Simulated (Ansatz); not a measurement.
# In2As: the cost of one run

Program: Ansatz 0.2.0. Level of theory: DFT PBE, scalar-relativistic, plane waves, PAW. These are calculated values, not measurements.

### 1 The starting structure

Symmetry: Fd-3m, No. 227, cubic system. Conventional cell: a = 8.199 Å, b = 8.199 Å, c = 8.199 Å, α = 90.00°, β = 90.00°, γ = 90.00°. Around In (site symmetry -3m) lie 6 In at 2.90 Å and 6 As at 3.40 Å. Around As (site symmetry -43m) lie 12 In at 3.40 Å.

As a file:

```xyz
6
Lattice="0.0000 4.0995 4.0995 4.0995 0.0000 4.0995 4.0995 4.0995 0.0000" Properties=species:S:1:pos:R:3 pbc="T T T"
In    5.1244    5.1244    5.1244
In    5.1244    3.0746    3.0746
In    3.0746    3.0746    5.1244
In    3.0746    5.1244    3.0746
As    0.0000    0.0000    0.0000
As    2.0498    2.0498    2.0498
```

A structure generator made this guess: species swapped into a database cell of CeFe2 (Fd-3m, No. 227), with As on the Ce sites and In on the Fe sites. Lengths come from tabulated atomic sizes and are only a guess.

### 2 Probe: one point on a coarse mesh

Contents of input.yaml:

```yaml
crystal:
  lattice:
    - [0.0, 4.09950272, 4.09950272]
    - [4.09950272, 0.0, 4.09950272]
    - [4.09950272, 4.09950272, 0.0]
  atoms:
    - { symbol: In, position: [0.625, 0.625, 0.625] }
    - { symbol: In, position: [0.125, 0.625, 0.625] }
    - { symbol: In, position: [0.625, 0.625, 0.125] }
    - { symbol: In, position: [0.625, 0.125, 0.625] }
    - { symbol: As, position: [0.0, 0.0, 0.0] }
    - { symbol: As, position: [0.25, 0.25, 0.25] }
basis:
  ecutwfc: 420
kpoints:
  mp_grid: { grid: [4, 4, 4] }
hamiltonian:
  xc: pbe
scf:
  occupations: { method: gaussian, width: 0.1 }
  lower_state_search: "off"
output:
  forces: true
  stress: true
  eigenvalues: true
```

On the command line:

```
ansatz run input.yaml --threads 1 --pin off --max-ram 2560MiB --backend cpu --events-out ev --progress --plain --runs-dir out
```

What time and memory should one allow on 1 thread of Intel Xeon 6975P-C (Granite Rapids), shared host?

About 2.1 s, with a peak of 0.46 GiB.
